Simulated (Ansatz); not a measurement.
# C₂H₂Zn: single points off equilibrium

One table from this session's results is given with a row withheld; the runs are named, their logs left out.

The runs use Ansatz 0.2.0, Gaussian basis; single points in def2-TZVPP.

Correlated methods freeze the cores. The 3s and 3p shells of Cu and Zn are frozen; filled d shells are correlated. B3LYP uses VWN-RPA correlation.

### Where the work starts

5 atoms, charge 0, spin multiplicity 1.

Atoms are counted from 1 here; the program's logs count them from 0.

Bond lengths: C1–C2 1.239 Å, C1–H4 0.914 Å, C2–Zn3 1.967 Å, Zn3–H5 1.418 Å. Angles: C2–C1–H4 167.8°, C1–C2–Zn3 176.6°, C2–Zn3–H5 175.2°.

Geometry (Å):

```xyz
5
C2H2Zn
C    -1.5538   -0.4955   -0.0517
C    -0.3755   -0.1137   -0.0102
Zn    1.4557    0.6026    0.0455
H    -2.3502   -0.9412   -0.0066
H     2.8137    1.0083    0.0705
```

Set-up of the first run:

run/in.yaml reads:

```yaml
crystal:
  periodic: [false, false, false]
  atoms:
    - {symbol: C, position_ang: [-1.553800, -0.495500, -0.051700]}
    - {symbol: C, position_ang: [-0.375500, -0.113700, -0.010200]}
    - {symbol: Zn, position_ang: [1.455700, 0.602600, 0.045500]}
    - {symbol: H, position_ang: [-2.350200, -0.941200, -0.006600]}
    - {symbol: H, position_ang: [2.813700, 1.008300, 0.070500]}
basis:
  gaussian: {orbitals: def2-TZVPP}
correlation: {method: ccsd_t, frozen_orbitals: {C: 1, H: 0, Zn: 9}}
output: {forces: true}
```

No record of the launch command was kept for these runs.

Among the steps run: CCSD(T)/def2-TZVPP; PBE0-D4/def2-TZVPP; wB97M-V/def2-TZVPP; r2SCAN-D4/def2-TZVPP; PBE-D4/def2-TZVPP; B3LYP-D4/def2-TZVPP; SPW92/def2-TZVPP.

One of the session's tables, all rows but one given; the rest of the session is left out.

```
   method  RMS force component (eV/Å)  angle to CCSD(T) forces (°)  dipole (D)
  CCSD(T)                       3.823                    reference        0.65
  PBE0-D4                       4.118                          5.4        0.65
  wB97M-V                       4.124                          6.9        0.71
r2SCAN-D4                       4.001                          3.8        0.60
   PBE-D4                           ?                            ?           ?
 B3LYP-D4                       4.030                          5.7        0.66
    SPW92                       4.132                          2.6        0.63
```

Q: Estimate the row for PBE-D4 from the others.

As computed: RMS force component (eV/Å): 3.940; angle to CCSD(T) forces (°): 0.8; dipole (D): 0.59. In the column «RMS force component (eV/Å)» it lies between CCSD(T) (3.823) and r2SCAN-D4 (4.001).
